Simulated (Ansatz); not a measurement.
# CHBFNS: how energies converge with the basis set

An exercise on one series of results from a longer session: the logs are not shown, and one member is left open.

The runs use Ansatz 0.2.0, Gaussian basis; one geometry, several basis sets.

Levels to be run: PBE0-D4/def2-SVP; ωB97M-V/def2-SVP; PBE0-D4/def2-QZVPP; ωB97M-V/def2-QZVPP; the functionals' def2-TZVPP values are taken from earlier runs.

## The relaxed structure

The geometry comes from an earlier relaxation with PBE0-D4 in a triple-zeta def2 set; it is a stationary point.

SMILES `FB1N=CS1`, 6 atoms, charge 0, spin multiplicity 1.

Atoms are counted from 1 here; the program's logs count them from 0.

Bond lengths: F1–B2 1.298 Å, B2–N3 1.468 Å, B2–S5 1.867 Å, N3–C4 1.279 Å, C4–S5 1.804 Å, C4–H6 1.092 Å. Angles: F1–B2–N3 130.6°, F1–B2–S5 130.9°, N3–B2–S5 98.4°, B2–N3–C4 88.6°, N3–C4–S5 109.7°, N3–C4–H6 127.1°, S5–C4–H6 123.2°, B2–S5–C4 63.2°.

Geometry (Å):

```xyz
6

F    -0.13184   -1.94590   -1.16754
B    -0.02362   -0.82105   -0.52816
N    -0.71151   -0.33556    0.67452
C    -0.04343    0.75083    0.58126
S     1.04926    0.67167   -0.85183
H    -0.09686    1.61592    1.24555
```

Set-up of the first run:

The input, in.yaml:

```yaml
crystal:
  periodic: [false, false, false]
  atoms:
    - {symbol: F, position_ang: [-0.131837, -1.945904, -1.167539]}
    - {symbol: B, position_ang: [-0.023619, -0.821052, -0.528165]}
    - {symbol: N, position_ang: [-0.711514, -0.335559, 0.674516]}
    - {symbol: C, position_ang: [-0.043429, 0.750829, 0.581263]}
    - {symbol: S, position_ang: [1.049260, 0.671666, -0.851826]}
    - {symbol: H, position_ang: [-0.096862, 1.615920, 1.245551]}
basis:
  gaussian: {orbitals: def2-SVP}
hamiltonian: {xc: pbe0, dispersion: d4}
output: {orbitals: {seedname: orbitals}}
```

The run is started by

```sh
> ansatz run in.yaml --threads 2 --pin off --events-out ev --progress --plain --max-ram 4352MiB
```

Among the steps run: PBE0-D4 in def2-SVP; ωB97M-V in def2-SVP; PBE0-D4 in def2-QZVPP; ωB97M-V in def2-QZVPP.

One of the session's tables, all rows but one given; the rest of the session is left out.

It belongs to the step «Density functionals: the series». 

```
functional       basis  HOMO (eV)  LUMO (eV)
   PBE0-D4    def2-SVP      -7.51      -2.13
   PBE0-D4  def2-TZVPP      -7.61      -2.21
   PBE0-D4  def2-QZVPP      -7.64      -2.25
   ωB97M-V    def2-SVP      -9.60       0.19
   ωB97M-V  def2-TZVPP          ?          ?
   ωB97M-V  def2-QZVPP      -9.78      -0.02
```

**Question.** Estimate the row for ωB97M-V, def2-TZVPP.

**Answer.** HOMO (eV): -9.74; LUMO (eV): 0.05. In the column «HOMO (eV)» it lies between ωB97M-V, def2-QZVPP (-9.78) and ωB97M-V, def2-SVP (-9.60).
